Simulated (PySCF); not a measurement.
# [Gd(H2O)]3+: other functionals and bases at one geometry

One table from this session's results is given with a row withheld; the runs are named, their logs left out.

The runs use PySCF 2.14.0; several levels, as the steps say, no spin–orbit coupling.

1 further run of the same task is left out (for a known fault of the program).

## Starting geometry

4 atoms, charge 3, spin multiplicity 1.

Bond lengths: Gd1–O2 2.200 Å, O2–H3 1.002 Å, O2–H4 1.002 Å. Angles: Gd1–O2–H3 128.9°, Gd1–O2–H4 128.9°, H3–O2–H4 102.2°.

Geometry (Å):

```xyz
4
charge 3, multiplicity 1
Gd    0.00000    0.00000   -0.07533
O     0.00000    0.00000    2.12483
H     0.77956    0.00000    2.75426
H    -0.77956    0.00000    2.75426
```

Formal oxidation states: Gd +3. Each metal's 7 4f electrons lie in its core potential, so multiplicities, spins and levels count the valence alone. An earlier session relaxed this geometry at PBE0, Gd lcecp-1-SVP with ECP53, O def2-SVP, H def2-SVP (singlet, point group C2v).

At PBE0 on the finer grid: E = -110.847454 Eh, HOMO -28.07 eV, LUMO -20.62 eV, Mulliken charge on Gd1 +2.56 e, largest force component 0.002 eV/Å. 

Levels to run: TPSS; PBE; PBE0, TZVP. Hardware: 2 threads of Arm Neoverse V2, shared host.

Set-up of the first run:

The input, run.py (the lines that set the calculation):

```python
mol = gto.M(atom='''
Gd     0.00000     0.00000    -0.07533
O      0.00000     0.00000     2.12483
H      0.77956     0.00000     2.75426
H     -0.77956     0.00000     2.75426''',
    basis={'Gd': 'lcecp-1-SVP', 'O': 'def2-SVP', 'H': 'def2-SVP'},
    ecp={'Gd': 'lcecp-1-SVP'},
    charge=3, spin=0)
mf = dft.RKS(mol, xc='TPSS')
mf.grids.atom_grid = (75, 302)  # f atoms: unpruned, at least (60, 302)
mf = mf.density_fit()  # fitting sets: Gd AutoAux, O def2-universal-JKFIT, H def2-universal-JKFIT
mf.conv_tol = 1e-08; mf.max_cycle = 55
mf.kernel(dm0)  # dm0: the density of the relaxed state
```

Started as:

```sh
> OMP_NUM_THREADS=2 python run.py
```

Steps of the session up to this table: TPSS; PBE; PBE0, TZVP.

One table of the session follows, with a row left open; its other results are not shown here.

| level | HOMO (eV) | gap (eV) | charge on Gd1 (e) | dipole (D) | largest force component (eV/Å) |
| --- | --- | --- | --- | --- | --- |
| PBE0 (relaxed here) | -28.07 | 7.45 | 2.56 | 3.15 | 0.00 |
| TPSS | -26.46 | 5.03 | 2.52 | 3.39 | 0.37 |
| PBE | -26.45 | 4.76 | 2.50 | 3.53 | 0.50 |
| PBE0, TZVP | ? | ? | ? | ? | ? |

Q: Estimate the row for PBE0, TZVP from the others.

The run gave: HOMO (eV): -28.05; gap (eV): 7.46; charge on Gd1 (e): 2.63; dipole (D): 3.21; largest force component (eV/Å): 0.28. In the column «HOMO (eV)» it lies between PBE0 (relaxed here) (-28.07) and TPSS (-26.46).

The dipole of a charged species depends on the origin, so these sizes hold for this origin alone.

In one basis the HOMO–LUMO gap runs from 4.76 eV (PBE) to 7.45 eV (PBE0). The largest leftover force, 0.50 eV/Å with PBE, stands at a geometry relaxed at another level. With 4f in the core, its levels are missing from HOMO and gap, and its count is fixed, so no charge can pass from the ligands into it. Total energies of different levels can't be compared.
